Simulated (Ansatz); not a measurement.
Crystal: TcSe2.

```
Tc Se
1.0
     0.00000    3.14575    3.14575
     3.14575    0.00000    3.14575
     3.14575    3.14575    0.00000
Tc Se
1 2
Direct
  0.00000 0.00000 0.00000
  0.25000 0.25000 0.25000
  0.75000 0.75000 0.75000
```

The cell comes from a database or a generator and needn't be the stable form of this composition.

Base run:

| Property | Result |
| --- | --- |
| Program | Ansatz 0.2.0 |
| Functional | PBE |
| Potentials or basis | Ansatz PAW earlier set |
| Cutoff | 500 eV |
| Density cutoff | 2000 eV |
| k mesh | 5 × 5 × 5 |
| Occupations | gaussian, width 0.05 eV |
| Spin | collinear spin, ferromagnetic start |
| Starting moments | [0.5, 0.0, 0.0] μB |
| Hubbard terms | Tc d U = 8 eV |

Its results: band gap on the k mesh none (metal or under the smearing width); pressure 17.7 GPa; net moment 3.19 μB per cell; site moments Tc +3.55; Se -0.39 μB.

The run is repeated on the same cell with these changes: functional from PBE to PBEsol; hubbard terms from Tc d U = 8 eV to Tc d U = 3 eV. What comes out?

Band gap on the k mesh none (metal or under the smearing width); pressure -14.0 GPa; net moment 0.05 μB per cell; site moments Tc +0.03; Se +0.00 μB.

Several settings changed at once, so the effect can't be laid on one alone.

Caveats: the magnetic or orbital state may not be the lowest; the PAW data sets come from PBE, with cores solved anew for the run's functional, which leaves a small shift of forces and pressure (some runs).

Not every run made on this cell is shown here.
